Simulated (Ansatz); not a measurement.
# Mo: how the settings move a relaxation

Aim: see which settings change the result for Mo, by how much, and at what cost.

Method: reference: DFT, LDA, PAW with Ansatz's default frozen-core files, scalar-relativistic; relaxation of cell and atoms, in Ansatz 0.2.0.

1 further run of the same task is left out (set aside as unsound or not needed). Runs told in other sessions of the task aren't counted.

**1. Starting point**

Symmetry: Im-3m, No. 229, cubic system. Conventional cell: a = 3.147 Å, b = 3.147 Å, c = 3.147 Å, α = 90.00°, β = 90.00°, γ = 90.00°. Around Mo (site symmetry m-3m) lie 8 Mo at 2.73 Å.

As a file:

```cif
data_structure
_symmetry_space_group_name_H-M 'P 1'
_symmetry_Int_Tables_number 1
_cell_length_a 2.7252
_cell_length_b 2.7252
_cell_length_c 2.7252
_cell_angle_alpha 109.471
_cell_angle_beta 109.471
_cell_angle_gamma 109.471
_cell_volume 15.58
loop_
_atom_site_label
_atom_site_type_symbol
_atom_site_fract_x
_atom_site_fract_y
_atom_site_fract_z
_atom_site_occupancy
Mo1 Mo 0.00000 0.00000 0.00000 1
```

**2. Baseline**

input.yaml reads:

```yaml
crystal:
  lattice:
    - [-1.573415, 1.573415, 1.573415]
    - [1.573415, -1.573415, 1.573415]
    - [1.573415, 1.573415, -1.573415]
  atoms:
    - { symbol: Mo, position: [0.0, 0.0, 0.0] }
kpoints:
  mp_grid: { grid: [24, 24, 24] }
scf:
  occupations: { method: fermi_dirac, width: 0.08 }
hamiltonian:
  xc: lda
  pseudopotentials: { kind: paw }
relax:
  f_tol: 0.002
  max_steps: 80
  cell: {}
output:
  forces: true
  stress: true
```

Launch:

```bash
$ ansatz run input.yaml --threads 1 --pin off --max-ram 2560MiB --backend cpu --events-out ev --progress --plain --runs-dir out
```

The main lines of its log:

```text
[...]
Basis set: ecut = 420 eV, 321 PW (Γ)
[...]
k-points: 413 of 13824
[...]
SCF iter   1: F=—  HF=-4842.851570 eV  |F-HF|=—  |Δ(HF+E_count)|=         —  Δρ=7.19e-3  dr2=1.91e-3  ethr=1.77e-3  ⟨swp⟩=5.0  Hψ=26822  notcnv=0
preconditioner: auto → none  [metal: Δε(μ)=0.004 eV  Ē_g=8.350 eV  σ=0.080 eV  W_gap=0.01  n_scr=0 (ndim 8)  ℏωp=23.0 eV  f_vac=0.000  D(μ)=0.65/eV (n_scr^D=0)]
SCF iter   2: F=—  HF=-4842.851174 eV  |F-HF|=—  |Δ(HF+E_count)|=   3.95e-4  Δρ=3.51e-3  dr2=4.07e-4  ethr=1.36e-5  ⟨swp⟩=1.9  Hψ=8775  notcnv=0
[...]
relax step   1: F+E_penalty+E_count = -4842.85111196 eV  Δ(F+E_penalty+E_count) = +0.000e0 eV  max|allowed force component| = 0.000e0 eV/Å  Δτ_max = 0.0000 Å  P = -9.205 GPa  Ω = 15.581 Å³  (6 SCF iters, dr2 threshold 1.00e-7 eV, accepted)
[...]
Basis set: ecut = 420 eV, 249 PW (Γ)
[...]
relax step   2: F+E_penalty+E_count = -4842.79767586 eV  Δ(F+E_penalty+E_count) = +5.344e-2 eV  max|allowed force component| = 0.000e0 eV/Å  Δτ_max = 0.0000 Å  P = +23.304 GPa  Ω = 14.059 Å³  energy of the carried Pulay correction = +1.185e-4 eV  (5 SCF iters,
[...]
relax step   3: F+E_penalty+E_count = -4842.86627630 eV  Δ(F+E_penalty+E_count) = -1.516e-2 eV  max|allowed force component| = 0.000e0 eV/Å  Δτ_max = 0.0000 Å  P = -1.042 GPa  Ω = 15.117 Å³  energy of the carried Pulay correction = +3.483e-5 eV  (6 SCF iters, 
[...]
relax step   4: F+E_penalty+E_count = -4842.86645706 eV  Δ(F+E_penalty+E_count) = -1.808e-4 eV  max|allowed force component| = 0.000e0 eV/Å  Δτ_max = 0.0000 Å  P = -0.017 GPa  Ω = 15.064 Å³  energy of the carried Pulay correction = +3.891e-5 eV  (3 SCF iters, 
[...]
SCF iter   3: F=—  HF=-4842.866423 eV  |F-HF|=—  |Δ(HF+E_count)|=   1.39e-9  Δρ=8.93e-7  dr2=4.58e-11  ethr=8.41e-12  ⟨swp⟩=1.0  Hψ=4579  notcnv=0
SCF iter   4: F=-4842.866423 eV  HF=-4842.866423 eV  |F-HF|=1.82e-12  |Δ(HF+E_count)|=  3.64e-12  Δρ=1.55e-7  dr2=9.18e-13  ethr=1.00e-12  ⟨swp⟩=5.1  Hψ=16479  notcnv=0
[...]
relax step   5: F+E_penalty+E_count = -4842.86642310 eV  Δ(F+E_penalty+E_count) = +3.396e-5 eV  max|allowed force component| = 0.000e0 eV/Å  Δτ_max = 0.0000 Å  P = -0.018 GPa  Ω = 15.064 Å³  stress off target by 1.83e-2 GPa  SCF on the basis re-selected at thi
[...]
SCF converged after 4 iterations
Free energy (F): -4842.866423 eV
[...]
E sigma→0 (E₀):  -4842.859647 eV
[...]
Fermi energy:    21.775253 eV
[...]
  P = ⅓ Tr σ = -0.0183 GPa (-0.183 kbar)
--- Relaxed structure (4 steps of the walk, 3 accepted, 1 SCFs on fresh bases) ---
[...]
```

It took 15 s on 1 thread of Arm Neoverse V2, shared host; peak memory 0.35 GiB.

**3. Changed: mp_grid.grid [19, 19, 19], ecutwfc 33.1 Ry**

Edit input.yaml of step 2 so:

```diff
@@ -8,3 +8,3 @@
 kpoints:
-  mp_grid: { grid: [24, 24, 24] }
+  mp_grid: { grid: [19, 19, 19] }
 scf:
@@ -21 +21,3 @@
   stress: true
+basis:
+  ecutwfc: "33.1 Ry"
```

Launch:

```bash
$ ansatz run input.yaml --threads 1 --pin off --max-ram 2560MiB --backend cpu --events-out ev --progress --plain --runs-dir out
```

The log of the run:

```text
Engine: ansatz 0.2.0
Pseudopotentials: kind: paw
Pseudopotential: Mo, paw, valence charge 14, recommended cutoff 420 eV (normal), Mo.paw.azcp
Functional definition: SPW92
  exchange = slater_x
  correlation = pw_c
Crystal: 1 atoms, lattice volume = 15.581 Å³
Basis set: ecut = 450.3484423711014 eV, 321 PW (Γ)
Bands: 11, of which v1, the nominal top of the filled ones, is band 7 counted from 1 (6 counted from 0)
Symmetry: 48 space group operations
Space group: Im-3m (ITA 229), of the structure as read, at distance tolerance 2.5e-5 Å
k-points: 220 of 6859
Non-local potential: Mo, projectors of the file, l = 0: 3, l = 1: 2, l = 2: 2, l = 3: 1
PAW form: soft (Blöchl's): semilocal exchange-correlation on the pseudo side does not see the compensation charge
PAW frozen core: Mo, regenerated for the run's functional, and the local potential with it (the file was generated under x = pbe(κ = 0.804, μ = 0.2195149727645171), c = pbe(β = 0.06672455060314922))
PAW one-centre angular grid: Mo, 590 points (default); XC on 64 Gauss nodes
Initial density: superposition of atomic densities (neutral atoms: chi_scale 0, normalization atom), corrected by the library's trained network
Initial wavefunctions: pseudopotential atomic-orbital guess
Functional: x = slater, c = lda
SCF iter   1: F=—  HF=-4842.851654 eV  |F-HF|=—  |Δ(HF+E_count)|=         —  Δρ=6.96e-3  dr2=1.74e-3  ethr=1.77e-3  ⟨swp⟩=5.0  Hψ=14367  notcnv=0
preconditioner: auto → none  [metal: Δε(μ)=0.019 eV  Ē_g=8.350 eV  σ=0.080 eV  W_gap=0.06  n_scr=0 (ndim 8)  ℏωp=23.0 eV  f_vac=0.000  D(μ)=0.62/eV (n_scr^D=0)]
SCF iter   2: F=—  HF=-4842.851385 eV  |F-HF|=—  |Δ(HF+E_count)|=   2.69e-4  Δρ=3.42e-3  dr2=3.78e-4  ethr=1.24e-5  ⟨swp⟩=1.9  Hψ=4731  notcnv=0
SCF iter   3: F=—  HF=-4842.851347 eV  |F-HF|=—  |Δ(HF+E_count)|=   3.74e-5  Δρ=5.79e-4  dr2=3.94e-5  ethr=2.70e-6  ⟨swp⟩=3.0  Hψ=3964  notcnv=0
SCF iter   4: F=—  HF=-4842.851331 eV  |F-HF|=—  |Δ(HF+E_count)|=   1.65e-5  Δρ=1.06e-4  dr2=6.93e-7  ethr=2.82e-7  ⟨swp⟩=2.5  Hψ=3727  notcnv=0
SCF iter   5: F=—  HF=-4842.851331 eV  |F-HF|=—  |Δ(HF+E_count)|=   4.93e-8  Δρ=6.24e-5  dr2=2.44e-7  ethr=4.95e-9  ⟨swp⟩=2.0  Hψ=3971  notcnv=0
SCF iter   6: F=-4842.851331 eV  HF=-4842.851331 eV  |F-HF|=2.04e-8  |Δ(HF+E_count)|=   1.02e-7  Δρ=2.12e-5  dr2=2.58e-8  ethr=7.14e-10  ⟨swp⟩=4.0  Hψ=7741  notcnv=0
SCF 1 converged in 6 iterations: F = -4842.851331 eV  dr2 = 2.58e-8
relax step   1: F+E_penalty+E_count = -4842.85133076 eV  Δ(F+E_penalty+E_count) = +0.000e0 eV  max|allowed force component| = 0.000e0 eV/Å  Δτ_max = 0.0000 Å  P = -9.291 GPa  Ω = 15.581 Å³  (6 SCF iters, dr2 threshold 1.00e-7 eV, accepted)
Crystal: 1 atoms, lattice volume = 14.045 Å³
Initial density: handed on by an earlier stage of this run
Initial wavefunctions: those handed on with the density
iter 1 solved again at ethr=1.31e-5 eV; its pass at ethr=3.10e-3 eV (dr2=1.83e-3 eV) is discarded
SCF iter   1: F=—  HF=-4842.796697 eV  |F-HF|=—  |Δ(HF+E_count)|=         —  Δρ=6.43e-3  dr2=1.74e-3  ethr=1.31e-5  ⟨swp⟩=1.9  Hψ=19403  notcnv=0
preconditioner: auto → none  [metal: Δε(μ)=0.032 eV  Ē_g=9.254 eV  σ=0.080 eV  W_gap=0.10  n_scr=0 (ndim 8)  ℏωp=24.3 eV  f_vac=0.000  D(μ)=0.61/eV (n_scr^D=0)]
SCF iter   2: F=—  HF=-4842.797143 eV  |F-HF|=—  |Δ(HF+E_count)|=   4.46e-4  Δρ=2.98e-3  dr2=3.66e-4  ethr=1.24e-5  ⟨swp⟩=1.0  Hψ=2420  notcnv=0
SCF iter   3: F=—  HF=-4842.797332 eV  |F-HF|=—  |Δ(HF+E_count)|=   1.89e-4  Δρ=3.83e-4  dr2=1.56e-5  ethr=2.61e-6  ⟨swp⟩=1.2  Hψ=2560  notcnv=0
SCF iter   4: F=—  HF=-4842.797328 eV  |F-HF|=—  |Δ(HF+E_count)|=   4.42e-6  Δρ=7.03e-5  dr2=1.38e-7  ethr=1.11e-7  ⟨swp⟩=2.0  Hψ=3676  notcnv=0
SCF iter   5: F=-4842.797328 eV  HF=-4842.797328 eV  |F-HF|=1.31e-10  |Δ(HF+E_count)|=   8.09e-8  Δρ=4.14e-6  dr2=4.88e-10  ethr=7.14e-10  ⟨swp⟩=4.0  Hψ=7251  notcnv=0
SCF 2 converged in 5 iterations: F = -4842.797328 eV  dr2 = 4.88e-10
relax step   2: F+E_penalty+E_count = -4842.79732792 eV  Δ(F+E_penalty+E_count) = +5.400e-2 eV  max|allowed force component| = 0.000e0 eV/Å  Δτ_max = 0.0000 Å  P = +23.458 GPa  Ω = 14.045 Å³  energy of the carried Pulay correction = +7.192e-5 eV  (5 SCF iters, dr2 threshold 1.00e-7 eV, rejected (line search))
Crystal: 1 atoms, lattice volume = 15.112 Å³
iter 1 solved again at ethr=7.61e-6 eV; its pass at ethr=3.10e-3 eV (dr2=1.07e-3 eV) is discarded
SCF iter   1: F=—  HF=-4842.866500 eV  |F-HF|=—  |Δ(HF+E_count)|=         —  Δρ=4.58e-3  dr2=1.01e-3  ethr=7.61e-6  ⟨swp⟩=1.8  Hψ=19161  notcnv=0
preconditioner: auto → none  [metal: Δε(μ)=0.048 eV  Ē_g=8.612 eV  σ=0.080 eV  W_gap=0.15  n_scr=0 (ndim 8)  ℏωp=23.4 eV  f_vac=0.000  D(μ)=0.62/eV (n_scr^D=0)]
SCF iter   2: F=—  HF=-4842.866723 eV  |F-HF|=—  |Δ(HF+E_count)|=   2.23e-4  Δρ=2.08e-3  dr2=2.01e-4  ethr=7.18e-6  ⟨swp⟩=1.0  Hψ=2440  notcnv=0
SCF iter   3: F=—  HF=-4842.866829 eV  |F-HF|=—  |Δ(HF+E_count)|=   1.06e-4  Δρ=3.94e-4  dr2=1.66e-5  ethr=1.44e-6  ⟨swp⟩=2.0  Hψ=2988  notcnv=0
SCF iter   4: F=—  HF=-4842.866825 eV  |F-HF|=—  |Δ(HF+E_count)|=   4.46e-6  Δρ=5.57e-5  dr2=1.26e-7  ethr=1.19e-7  ⟨swp⟩=2.0  Hψ=3638  notcnv=0
SCF iter   5: F=—  HF=-4842.866825 eV  |F-HF|=—  |Δ(HF+E_count)|=   3.26e-7  Δρ=4.71e-6  dr2=2.44e-9  ethr=8.97e-10  ⟨swp⟩=2.1  Hψ=3770  notcnv=0
SCF iter   6: F=-4842.866825 eV  HF=-4842.866825 eV  |F-HF|=1.82e-12  |Δ(HF+E_count)|=   1.01e-9  Δρ=4.93e-7  dr2=5.03e-12  ethr=1.00e-12  ⟨swp⟩=4.0  Hψ=11354  notcnv=0
SCF 3 converged in 6 iterations: F = -4842.866825 eV  dr2 = 5.03e-12
relax step   3: F+E_penalty+E_count = -4842.86682461 eV  Δ(F+E_penalty+E_count) = -1.549e-2 eV  max|allowed force component| = 0.000e0 eV/Å  Δτ_max = 0.0000 Å  P = -1.066 GPa  Ω = 15.112 Å³  energy of the carried Pulay correction = +2.119e-5 eV  (6 SCF iters, accepted)
Crystal: 1 atoms, lattice volume = 15.057 Å³
iter 1 solved again at ethr=2.55e-8 eV; its pass at ethr=3.10e-3 eV (dr2=3.58e-6 eV) is discarded
SCF iter   1: F=—  HF=-4842.867012 eV  |F-HF|=—  |Δ(HF+E_count)|=         —  Δρ=2.23e-4  dr2=2.36e-6  ethr=2.55e-8  ⟨swp⟩=2.0  Hψ=16784  notcnv=0
preconditioner: auto → none  [metal: Δε(μ)=0.054 eV  Ē_g=8.641 eV  σ=0.080 eV  W_gap=0.17  n_scr=0 (ndim 8)  ℏωp=23.4 eV  f_vac=0.000  D(μ)=0.61/eV (n_scr^D=0)]
SCF iter   2: F=—  HF=-4842.867012 eV  |F-HF|=—  |Δ(HF+E_count)|=   4.77e-7  Δρ=1.06e-4  dr2=5.25e-7  ethr=1.69e-8  ⟨swp⟩=1.0  Hψ=2420  notcnv=0
SCF iter   3: F=-4842.867012 eV  HF=-4842.867012 eV  |F-HF|=1.95e-9  |Δ(HF+E_count)|=   2.05e-7  Δρ=5.87e-6  dr2=3.44e-9  ethr=7.14e-10  ⟨swp⟩=3.0  Hψ=8593  notcnv=0
SCF 4 converged in 3 iterations: F = -4842.867012 eV  dr2 = 3.44e-9
relax step   4: F+E_penalty+E_count = -4842.86701246 eV  Δ(F+E_penalty+E_count) = -1.878e-4 eV  max|allowed force component| = 0.000e0 eV/Å  Δτ_max = 0.0000 Å  P = -0.018 GPa  Ω = 15.057 Å³  energy of the carried Pulay correction = +2.370e-5 eV  (3 SCF iters, dr2 threshold 1.00e-7 eV, accepted)
Initial wavefunctions: pseudopotential atomic-orbital guess (no wavefunctions were taken with the density)
iter 1 solved again at ethr=4.11e-8 eV; its pass at ethr=3.10e-3 eV (dr2=5.75e-6 eV) is discarded
SCF iter   1: F=—  HF=-4842.866989 eV  |F-HF|=—  |Δ(HF+E_count)|=         —  Δρ=2.14e-5  dr2=1.06e-8  ethr=4.11e-8  ⟨swp⟩=3.1  Hψ=21341  notcnv=0
SCF iter   2: F=—  HF=-4842.866989 eV  |F-HF|=—  |Δ(HF+E_count)|=   2.46e-8  Δρ=1.02e-5  dr2=1.33e-9  ethr=7.55e-11  ⟨swp⟩=2.5  Hψ=3916  notcnv=0
SCF iter   3: F=—  HF=-4842.866989 eV  |F-HF|=—  |Δ(HF+E_count)|=  6.35e-10  Δρ=2.98e-6  dr2=1.12e-10  ethr=9.53e-12  ⟨swp⟩=1.0  Hψ=2420  notcnv=0
SCF iter   4: F=-4842.866989 eV  HF=-4842.866989 eV  |F-HF|=9.09e-13  |Δ(HF+E_count)|=  8.28e-11  Δρ=1.86e-7  dr2=9.91e-13  ethr=1.00e-12  ⟨swp⟩=3.7  Hψ=10479  notcnv=0
SCF 5 converged in 4 iterations: F = -4842.866989 eV  dr2 = 9.91e-13
relax step   5: F+E_penalty+E_count = -4842.86698919 eV  Δ(F+E_penalty+E_count) = +2.327e-5 eV  max|allowed force component| = 0.000e0 eV/Å  Δτ_max = 0.0000 Å  P = -0.018 GPa  Ω = 15.057 Å³  stress off target by 1.75e-2 GPa  SCF on the basis re-selected at this cell (its energy is not comparable with the rows above)  (4 SCF iters)
basis re-selected at this cell: Δ(F+E_penalty+E_count) = +2.327e-5 eV, ΔP = +0.000 GPa vs the last step (what re-selecting the basis moved, of the pressure what is left beyond the Pulay correction that the steps carried, after the strain that the cell walked since its last selection, with what the two solves' SCF thresholds leave and, on support functions, any second-order correction that the steps lacked; it is no measure of the basis error at this ecutwfc). This SCF's stress stands 1.75e-2 GPa from its target on what of the cell is left free (relax.cell.stress_tol is 5.00e-2 GPa) and its largest allowed force component is 0.00e0 eV/Å (relax.f_tol is 2.00e-3 eV/Å): within both
SCF converged after 4 iterations
Free energy (F): -4842.866989 eV
Harris-Foulkes:  -4842.866989 eV  (|F-HF|=9.09e-13)
Internal energy: -4842.853884 eV  (E = F + TS)
E sigma→0 (E₀):  -4842.860437 eV
Entropy (-TS):   -0.013105 eV (-13.105 meV/atom)
Fermi energy:    21.769290 eV
--- Per-component energies (eV) ---
  E_band       = -45.606837
  E_kinetic    = 442.897389
  E_local      = -762.420171  (includes V_loc(G=0)·N_el)
  E_nonlocal   = 147.891455
  E_hartree    = 251.562580
  E_xc         = -183.051252
  E_vxc        = -229.485252  (∫ρ·V_xc dr)
  E_paw        = -3089.534321  (= ΣΔE_a)
  E_vpaw       = -147.615440  (= ΣTr[D̂ρ^β])
  E_aug_tail   = 0.000014  (compensation charges beyond the density's cutoff)
  E_ewald      = -1650.672394
  E_core_change = 0.472816  (= ΣΔE_core)
  E_smearing   = -0.013105  (= −TS)
  E_closure    = 0.000000  (closes the sum)
  Σ components = -4842.866989   (vs F -4842.866989, Δ=0.00e0)
--- Forces (eV/Å), atoms counted from 1 ---
  atom   1  Mo     0.00000000     0.00000000     0.00000000
  max |Σ_I F_I| component: 3.29e-32 eV/Å
--- Stress (GPa, compression-positive) ---
       -0.017513      -0.000000      -0.000000
       -0.000000      -0.017513       0.000000
       -0.000000      -0.000000      -0.017513
  P = ⅓ Tr σ = -0.0175 GPa (-0.175 kbar)
--- Relaxed structure (4 steps of the walk, 3 accepted, 1 SCFs on fresh bases) ---
  F+E_penalty+E_count = -4842.86698919 eV   max|allowed force component| = 0.000e0 eV/Å   (the final SCF, on the basis selected at the relaxed cell)
  cell:  # Å, volume = 15.0574 Å³
    - [-1.5555963209752586, 1.5555963209752586, 1.5555963209752586]
    - [1.5555963209752586, -1.5555963209752586, 1.5555963209752586]
    - [1.5555963209752586, 1.5555963209752586, -1.5555963209752586]
  atoms:
    - { symbol: Mo, position: [0.0, 0.0, 0.0] }
```

It took 8.8 s on 1 thread of Arm Neoverse V2, shared host; peak memory 0.32 GiB.

Changing the k-point mesh and cutoff moves the energy by -0.6 meV/atom. More than one kind of setting changed, and this run alone doesn't tell their shares apart. Cost: 8.8 s against 15 s.

**4. Comparison**

| run | ending | energy change | pressure (GPa) | gap (eV) | force (eV/Å) | cycles | time |
| --- | --- | --- | --- | --- | --- | --- | --- |
| reference | converged | 0 | 0.0 | 0.00 | 0.00 | 24 | 15 s |
| 1: mp_grid.grid [19, 19, 19], ecutwfc 33.1 Ry | converged | -0.6 meV/atom | 0.0 | 0.00 | 0.00 | 24 | 8.8 s |

Changing the k-point mesh and cutoff moves the energy by -0.6 meV/atom. More than one kind of setting changed, and this run alone doesn't tell their shares apart. Cost: 8.8 s against 15 s.
